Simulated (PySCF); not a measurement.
# How the numerical set-up moves the result for TeP

Aim: see how much the energy and properties of TeP depend on the numerical set-up.

The runs use PySCF 2.14.0; each script names its method and basis.

8 further runs of the same task are left out: 1 for a known fault of the program, 7 that didn't finish.

### 1 Where the work starts

TeP: 2 atoms, charge 0, spin multiplicity 2.

Bond lengths: Te1–P2 2.385 Å.

### 2 Base script

File input.py:

```python
from pyscf import gto, dft

mol = gto.M(
    atom='Te 0 0 0; P 0 0 2.385',
    basis='sbkjc',
    ecp={'Te': 'sbkjc', 'P': 'sbkjc'},
    charge=0,
    spin=1,
    verbose=3,
)
mf = dft.UKS(mol, xc='pbe0')
mf.kernel()
mf.stability(internal=True, external=True)
mf.dip_moment()
print('orbital energies (hartree):', [e[max(0, n-3):n+3].round(4) for e, n in zip(mf.mo_energy, mol.nelec)])
```

Run with:

```bash
$ python input.py
```

The log of this run is left out.

Base result: E(SCF) = -14.535952 Eh, ⟨S²⟩ = 0.891, μ = 0.52 D, internal stable; real -> complex unstable; UHF/UKS -> GHF/GKS unstable.

The bond length is a typed value, not an optimised one.

### 3 Cartesian functions on

Edit 1 changes Cartesian functions: off → on.

File input.py:

```python
from pyscf import gto, dft

mol = gto.M(
    atom='Te 0 0 0; P 0 0 2.385',
    basis='sbkjc',
    ecp={'Te': 'sbkjc', 'P': 'sbkjc'},
    charge=0,
    spin=1,
    cart=True,
    verbose=3,
)
mf = dft.UKS(mol, xc='pbe0')
mf.kernel()
mf.stability(internal=True, external=True)
mf.dip_moment()
print('orbital energies (hartree):', [e[max(0, n-3):n+3].round(4) for e, n in zip(mf.mo_energy, mol.nelec)])
```

Run with:

```bash
$ python input.py
```

### 4 Def2-svp

Edit 2 changes basis set: sbkjc → def2-svp. The core potential changes with it: totals don't compare.

input.py: that of step 2 with these lines changed.

```diff
@@ -4,4 +4,4 @@
     atom='Te 0 0 0; P 0 0 2.385',
-    basis='sbkjc',
-    ecp={'Te': 'sbkjc', 'P': 'sbkjc'},
+    basis='def2-svp',
+    ecp={'Te': 'def2-svp'},
     charge=0,
```

### 5 Crenbl

Edit 3 changes basis set: sbkjc → crenbl. The core potential changes with it: totals don't compare.

input.py: that of step 2 with these lines changed.

```diff
@@ -4,4 +4,4 @@
     atom='Te 0 0 0; P 0 0 2.385',
-    basis='sbkjc',
-    ecp={'Te': 'sbkjc', 'P': 'sbkjc'},
+    basis='crenbl',
+    ecp={'Te': 'crenbl', 'P': 'crenbl'},
     charge=0,
```

Q: Predict the outcome of this session. Wanted: for each run, E(SCF); from base; SCF dipole; after the SCF.

The runs gave:

| run | E(SCF) (hartree) | from base (eV) | SCF dipole (D) | functions | after the SCF |
| --- | --- | --- | --- | --- | --- |
| base | -14.535952 | 0 | 0.52 | 16 | unstable: real -> complex, UHF/UKS -> GHF/GKS |
| Cartesian functions on | -14.535952 | 0.0000 | 0.52 | n/a | unstable: real -> complex, UHF/UKS -> GHF/GKS |
| def2-svp | -609.111281 | not comparable | 0.29 | 44 | unstable: real -> complex, UHF/UKS -> GHF/GKS |
| crenbl | -102.643638 | not comparable | 0.69 | 48 | unstable: real -> complex, UHF/UKS -> GHF/GKS |

What this shows: With Cartesian functions on the SCF ends at the base energy. The dearest run is “def2-svp”, at 14 s against 3.4 s.
